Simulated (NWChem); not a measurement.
# KNH2 (SMILES [NH2][K]) at 4 levels

We compute a comparison of 4 runs (PBE0/6-311G**, PBE0/6-31G**, PBE0/STO-3G, PBE/aug-pcseg-1) of KNH2. 

The results are computed with NWChem 7.3.0.

## (1) Starting point

The species is KNH2 (4 atoms), meant as a singlet with charge 0. As SMILES, `[NH2][K]`. The coordinates come from a PBE0-D4/def2-TZVP relaxation.

Bond lengths: N1–K2 2.387 Å, N1–H3 1.018 Å, N1–H4 1.018 Å. Angles: K2–N1–H3 128.4°, K2–N1–H4 128.4°, H3–N1–H4 103.1°.

## (2) The polarisability at PBE0/6-311G(d,p) (run 1)

Input file work.nw:

```
start work
title "H2KN"
memory total 2200 mb
geometry units angstroms noautosym nocenter noautoz
N    -0.218900    0.035500   -0.153100
K     1.762300   -0.394400    1.107100
H    -1.148700   -0.357700   -0.023700
H    -0.339300    0.656400   -0.950600
end
basis spherical bse
N library 6-311G**
K library 6-311G**
H library 6-311G**
end
dft
xc pbe0
grid fine
convergence energy 1e-08
iterations 100
mulliken
print low
end
property
response 1 0
end
task dft property
```

Launch:

```
$ nwchem work.nw > work.out
```

The log of the run:

```text
[...]
 d= 0,ls=0.0,diis     1   -655.5251837748 -6.99D+02  4.43D-02  1.51D+00     0.7
[...]
 d= 0,ls=0.0,diis    11   -655.6328436747 -5.52D-09  9.64D-07  3.28D-09     5.2
         Total DFT energy =     -655.632843674746
      One electron energy =     -988.413889656423
           Coulomb energy =      330.209807810560
    Exchange-Corr. energy =      -40.962055762663
 Nuclear repulsion energy =       43.533293933781
[...]
      Total Density - Mulliken Population Analysis
     ---------------------------------------------
    Atom       Charge   Shell Charges
 -----------   ------   -------------------------------------------------------
    1 N    7     7.92   1.10  0.90  0.77  0.85  1.66  0.82  1.82  0.01
    2 K   19    18.36   0.71  1.26  0.98  0.99  0.94  1.11  0.16 -0.04  0.30  5.55  1.25  3.09  1.77  0.16  0.04  0.01  0.09
    3 H    1     0.86   0.27  0.42  0.12  0.05
    4 H    1     0.86   0.27  0.42  0.12  0.05
[...]
 Anisotropic =      34.9868567
[...]
```

Wall time 26 s (1 thread of Intel Xeon Platinum 8559C (Emerald Rapids), shared host); peak memory 0.11 GiB.

## (3) The response to a field at PBE0/6-31G(d,p) (spherical functions) (run 2)

Input file job.xyz:

```xyz
4

N     -0.218900     0.035500    -0.153100
K      1.762300    -0.394400     1.107100
H     -1.148700    -0.357700    -0.023700
H     -0.339300     0.656400    -0.950600
```

Input file job.nw:

```
echo
start job
memory stack 880 mb heap 220 mb global 1100 mb
charge 0

geometry units angstrom noautosym nocenter noautoz
   load format xyz job.xyz
end

basis spherical bse
   * library 6-31G**
end

dft
   xc pbe0
   grid fine
   convergence energy 1e-08
   iterations 100
   mulliken
   print low
end

property
   response 1 0
end

task dft property
```

Launch:

```
$ nwchem job.nw > job.out
```

The log of the run:

```text
[...]
 d= 0,ls=0.0,diis     1   -655.4855422466 -6.99D+02  5.50D-02  7.56D-01     1.0
[...]
 d= 0,ls=0.0,diis    11   -655.5883881353 -7.53D-10  3.55D-07  3.64D-10     7.1
         Total DFT energy =     -655.588388135263
      One electron energy =     -988.213433290098
           Coulomb energy =      330.053975698885
    Exchange-Corr. energy =      -40.962224477831
 Nuclear repulsion energy =       43.533293933781
[...]
      Total Density - Mulliken Population Analysis
     ---------------------------------------------
    Atom       Charge   Shell Charges
 -----------   ------   -------------------------------------------------------
    1 N    7     7.90   2.00  0.77  2.37  0.94  1.81  0.02
    2 K   19    18.50   2.00  2.00  6.00  2.00  5.99  0.13  0.13 -0.02  0.02  0.03  0.08  0.15
    3 H    1     0.80   0.52  0.26  0.03
    4 H    1     0.80   0.52  0.26  0.03
[...]
 Anisotropic =      28.3191803
[...]
```

Wall time 26 s (1 thread of Intel Xeon Platinum 8559C (Emerald Rapids), shared host); peak memory 0.11 GiB.

Run 3 isn't shown in full; the table further down has it.

## (4) The response to a field at PBE/aug-pcseg-1 (run 4)

Input file m1.nw:

```
start m1
title "H2KN"
memory stack 880 mb heap 220 mb global 1100 mb
geometry noautosym nocenter noautoz
 N     -0.218900     0.035500    -0.153100
 K      1.762300    -0.394400     1.107100
 H     -1.148700    -0.357700    -0.023700
 H     -0.339300     0.656400    -0.950600
end
basis "ao basis" spherical bse
 N library aug-pcseg-1
 K library aug-pcseg-1
 H library aug-pcseg-1
end
dft
 xc xpbe96 cpbe96
 grid fine
 convergence energy 1e-08
 maxiter 100
 mulliken
 noprint "final vectors analysis"
end
property
 response 1 0
end
task dft property
```

Launch:

```
$ nwchem m1.nw > m1.out
```

The log of the run:

```text
[...]
          Wavefunction type:  closed shell.
          No. of atoms     :     4
          No. of electrons :    28
[...]
          Charge           :     0
          Spin multiplicity:     1
[...]
          AO basis - number of functions:    74
[...]
              XC Information
              --------------
          PerdewBurkeErnzerhof Exchange Functional  1.000
            Perdew 1991 LDA Correlation Functional  1.000 local
           PerdewBurkeErnz. Correlation Functional  1.000 non-local
[...]
 d= 0,ls=0.0,diis     1   -655.4033318202 -6.99D+02  6.97D-02  8.18D-01     1.1
[...]
 d= 0,ls=0.5,diis    93   -655.5149370328 -9.40D-09  1.53D-06  1.65D-08    72.0
         Total DFT energy =     -655.514937040856
      One electron energy =     -988.052805724178
           Coulomb energy =      329.871616122805
    Exchange-Corr. energy =      -40.867041373263
 Nuclear repulsion energy =       43.533293933781
[...]
      Total Density - Mulliken Population Analysis
     ---------------------------------------------
    Atom       Charge   Shell Charges
 -----------   ------   -------------------------------------------------------
    1 N    7     8.03   1.99  0.83  0.78  0.14  2.39  1.62  0.30  0.01 -0.03
    2 K   19    18.22   2.00  2.00  2.00  0.04 -0.01  0.00  6.00  5.99  0.04  0.01  0.06  0.07  0.02
    3 H    1     0.88   0.76  0.06 -0.02  0.04  0.05
    4 H    1     0.88   0.76  0.06 -0.02  0.04  0.05
[...]
 Anisotropic =      26.3633301
[...]
```

Wall time 97 s (1 thread of Intel Xeon Platinum 8559C (Emerald Rapids), shared host); peak memory 0.11 GiB.

## (5) All runs side by side

```tsv
run	level	energy (Eh)	mean polarisability (bohr³)	wall time
1	PBE0/6-311G**	-655.632844	43.1	26 s
2	PBE0/6-31G** (spherical functions)	-655.588388	39.6	26 s
3	PBE0/STO-3G	-648.707867	26.0	3.6 s
4	PBE/aug-pcseg-1	-655.514937	49.2	97 s
```

## (6) What came out

| quantity | value |
| --- | --- |
| run 4: total energy | -655.51494 Eh |
| run 4: dipole moment | 7.42 D |
| run 4: mean static polarisability | 49.2 bohr³ |

**Reading.** Totals of different functionals can't be ranked against each other. In run 3 the basis is minimal, so the values are rough. All runs together took 2.5 min, the longest 97 s.
